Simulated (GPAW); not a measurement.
A run of GPAW 26.7.0 is set up as follows.

The input run.py:

```python
from ase import Atoms
from ase.filters import FrechetCellFilter
from ase.io import write
from ase.optimize import BFGS
from ase.units import GPa
from gpaw import GPAW, PW, setup_paths

setup_paths.insert(0, '.')

atoms = Atoms(['Sb', 'Sb', 'Sb', 'Ga'],
              cell=[[0.0, 3.730595, 3.730595],
                    [3.730595, 0.0, 3.730595],
                    [3.730595, 3.730595, 0.0]],
              scaled_positions=[[0.5, 0.5, 0.5],
                                [0.75, 0.75, 0.75],
                                [0.25, 0.25, 0.25],
                                [0.0, 0.0, 0.0]],
              pbc=True)

calc = GPAW(mode=PW(600),
            xc='PBEsol',
            kpts={'size': (6, 6, 6), 'gamma': True},
            occupations={'name': 'fermi-dirac', 'width': 0.05},
            nbands=38,
            convergence={'density': 1e-05, 'forces': 0.0001},
            maxiter=150,
            txt='gpaw.txt')
atoms.calc = calc
opt = BFGS(FrechetCellFilter(atoms, scalar_pressure=20 * GPa), trajectory='relax.traj', logfile='-')
done = opt.run(fmax=0.02, steps=60)
calc.write('gs.gpw')
write('result.traj', atoms)
print('Converged:', done)
print('Cell:', atoms.cell.cellpar().round(4))
print('Volume:', round(atoms.get_volume(), 4))
print(atoms.get_scaled_positions().round(5))
```

Potentials or basis: PAW data sets generated in the run's folder for this functional, pw.

Launch:

```console
$ gpaw-setup -f PBEsol Ga Sb
$ OMP_NUM_THREADS=1 python run.py
```

What does it give for the relaxed volume?

19.75 Å³/atom.

What does it give for the band gap on the k mesh?

None (metal or under the smearing width).

What does it give for the space group after relaxing (to 0.05 Å)?

Fm-3m (No. 225).

Estimate the relaxed cell.

a = 4.816 Å, b = 4.816 Å, c = 4.816 Å, α = 60.00°, β = 60.00°, γ = 60.00°.

Step by step:
```tsv
step	energy change (eV)	largest force (eV/Å)	pressure (GPa)	volume (Å³)
1	0.0000	0.0000	-3.76	103.84
2	-0.0747	0.0000	-1.90	99.64
3	0.1984	0.0000	9.91	85.76
4	0.9853	0.0000	22.51	77.71
5	0.7988	0.0000	19.75	79.13
6	0.8149	0.0000	19.99	79.00
```

Caveat: later steps reuse the first step's grids; the volume moved by over 15 % at a fixed basis, so the end points are rough. The run has no spin-orbit coupling, so splittings on Sb are missing.
